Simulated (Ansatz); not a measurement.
Turn this script for the Python package of Ansatz (0.2.0) into the input file that the command-line program reads.

Script `gah5o_opt.py`:
```python
'''Geometry optimisation of GaH5O.'''

import argparse
import itertools
import logging
import sys

import ansatz as az
from ase.data import atomic_numbers, covalent_radii
import numpy as np

logging.basicConfig(stream=sys.stdout, format='[%(levelname)s] %(message)s')
log = logging.getLogger('gah5o')
log.setLevel(logging.INFO)

parser = argparse.ArgumentParser(description='Geometry optimisation of GaH5O.')
parser.add_argument('--basis', required=True, help='Gaussian basis set')
parser.add_argument('--functional', default='pbe', help='exchange-correlation functional')
args = parser.parse_args()

GEOMETRY = '''
O    -0.40730   -1.17630   -0.08640
Ga    0.02750    0.62930   -0.08630
H    -0.52180   -1.38460    0.84420
H     0.41200   -1.59430   -0.45730
H     0.25830    1.12990   -1.61560
H    -1.13290    1.52040    0.60400
H     1.42540    0.80760    0.75160
'''

molecule = az.Crystal.molecule()
for line in GEOMETRY.strip().splitlines():
    symbol, *xyz = line.split()
    molecule = molecule.atom(symbol, [float(v) for v in xyz])

setup = (
    molecule.calculation()
    .basis(gaussian=args.basis)
    .functional(args.functional)
)
symbols = [site.symbol for site in molecule.cartesian_sites]
start = np.array([site.position_ang for site in molecule.cartesian_sites], dtype=float)
def progress(event):
    if event['event'] == 'relax_step':
        row = event['data']
        log.info(f'step {row["step"]:3d}  E = {row["lagrangian_ev"]:.6f} eV  largest force component {row["allowed_force_max_ev_ang"]:.4f} eV/A')


summary = setup.relax(force_tolerance=0.005, max_steps=100).session().plan().execute(on_event=progress).report
end = np.array(summary['positions_ang'])

log.info(f'E = {summary["free_energy_ev"]:.6f} eV = {summary["free_energy_ev"] / 27.211386246:.7f} Ha')
print('converged:', summary['converged'], ' doubts:', summary['published_state_doubts'] or 'none')

# pairs closer than 1.2 times the sum of covalent radii, before or after
radius = [covalent_radii[atomic_numbers[s]] for s in symbols]
span = lambda where, i, j: np.linalg.norm(where[i] - where[j])
bonded = [(i, j) for i, j in itertools.combinations(range(len(symbols)), 2) if min(span(start, i, j), span(end, i, j)) < 1.2 * (radius[i] + radius[j])]
log.info('pair        before    after (A)')
for i, j in bonded:
    print(f'{symbols[i]}{i}-{symbols[j]}{j}'.ljust(10), f'{span(start, i, j):8.4f} {span(end, i, j):8.4f}')
with open('gah5o_opt.xyz', 'w') as handle:
    handle.write(f'{len(symbols)}\nrelaxed GaH5O\n')
    handle.writelines(f'{s:2s} {x:11.6f} {y:11.6f} {z:11.6f}\n' for s, (x, y, z) in zip(symbols, end))
```

```console
$ python gah5o_opt.py --basis def2-SVP
[INFO] step   1  E = -54486.481588 eV  largest force component 5.0903 eV/A
[INFO] step   2  E = -54487.034014 eV  largest force component 2.0795 eV/A
[INFO] step   3  E = -54487.223623 eV  largest force component 0.4338 eV/A
[INFO] step   4  E = -54487.264686 eV  largest force component 0.2382 eV/A
[INFO] step   5  E = -54487.273073 eV  largest force component 0.3766 eV/A
[INFO] step   6  E = -54487.277571 eV  largest force component 0.2352 eV/A
[INFO] step   7  E = -54487.279765 eV  largest force component 0.1735 eV/A
[INFO] step   8  E = -54487.284935 eV  largest force component 0.0279 eV/A
[INFO] step   9  E = -54487.285072 eV  largest force component 0.0244 eV/A
[INFO] step  10  E = -54487.285221 eV  largest force component 0.0182 eV/A
[INFO] step  11  E = -54487.285344 eV  largest force component 0.0723 eV/A
[INFO] step  12  E = -54487.285501 eV  largest force component 0.0489 eV/A
[INFO] step  13  E = -54487.285874 eV  largest force component 0.0262 eV/A
[INFO] step  14  E = -54487.285192 eV  largest force component 0.0612 eV/A
[INFO] step  15  E = -54487.286120 eV  largest force component 0.0103 eV/A
[INFO] step  16  E = -54487.283944 eV  largest force component 0.3212 eV/A
[INFO] step  17  E = -54487.286337 eV  largest force component 0.0246 eV/A
[INFO] step  18  E = -54487.286754 eV  largest force component 0.0863 eV/A
[INFO] step  19  E = -54487.286859 eV  largest force component 0.1091 eV/A
[INFO] step  20  E = -54487.287686 eV  largest force component 0.0058 eV/A
[INFO] step  21  E = -54487.284944 eV  largest force component 0.3334 eV/A
[INFO] step  22  E = -54487.287764 eV  largest force component 0.0048 eV/A
[INFO] step  23  E = -54487.287750 eV  largest force component 0.1762 eV/A
[INFO] step  24  E = -54487.288173 eV  largest force component 0.0055 eV/A
[INFO] step  25  E = -54487.288364 eV  largest force component 0.0842 eV/A
[INFO] step  26  E = -54487.288303 eV  largest force component 0.1069 eV/A
[INFO] step  27  E = -54487.288692 eV  largest force component 0.0129 eV/A
[INFO] step  28  E = -54487.288874 eV  largest force component 0.0173 eV/A
[INFO] step  29  E = -54487.289105 eV  largest force component 0.0776 eV/A
[INFO] step  30  E = -54487.289304 eV  largest force component 0.0450 eV/A
[INFO] step  31  E = -54487.289469 eV  largest force component 0.0147 eV/A
[INFO] step  32  E = -54487.289570 eV  largest force component 0.0196 eV/A
[INFO] step  33  E = -54487.289586 eV  largest force component 0.0499 eV/A
[INFO] step  34  E = -54487.289640 eV  largest force component 0.0210 eV/A
[INFO] step  35  E = -54487.289662 eV  largest force component 0.0008 eV/A
[INFO] step  36  E = -54487.289672 eV  largest force component 0.0036 eV/A
[INFO] step  37  E = -54487.289672 eV  largest force component 0.0128 eV/A
[INFO] step  38  E = -54487.289678 eV  largest force component 0.0033 eV/A
[INFO] E = -54487.289714 eV = -2002.3709642 Ha
converged: True  doubts: none
[INFO] pair        before    after (A)
O0-Ga1       1.8572   2.2119
O0-H2        0.9605   0.9772
O0-H3        0.9917   0.9772
Ga1-H4       1.6256   1.5808
Ga1-H5       1.6177   1.5930
Ga1-H6       1.6395   1.5931
```

`input.yaml`:
```yaml
crystal:
  periodic: [false, false, false]
  atoms:
    - { symbol: O, position_ang: [-0.4073, -1.1763, -0.0864] }
    - { symbol: Ga, position_ang: [0.0275, 0.6293, -0.0863] }
    - { symbol: H, position_ang: [-0.5218, -1.3846, 0.8442] }
    - { symbol: H, position_ang: [0.412, -1.5943, -0.4573] }
    - { symbol: H, position_ang: [0.2583, 1.1299, -1.6156] }
    - { symbol: H, position_ang: [-1.1329, 1.5204, 0.604] }
    - { symbol: H, position_ang: [1.4254, 0.8076, 0.7516] }
basis:
  gaussian:
    orbitals: def2-SVP
hamiltonian:
  xc: pbe
relax:
  f_tol: 0.005
  max_steps: 100
```

Reading the output:
- Total energies depend on the basis set; only differences at equal settings carry meaning.
- The end point is the stationary point reached from this start; no frequency run checks that it is a minimum, and the basis set is modest.
- It ran for 51 s on 1 thread of Arm Neoverse V2, on a shared host, peak memory 0.2 GiB.

(Lines on the test bed's own set-up are left out of the output.)
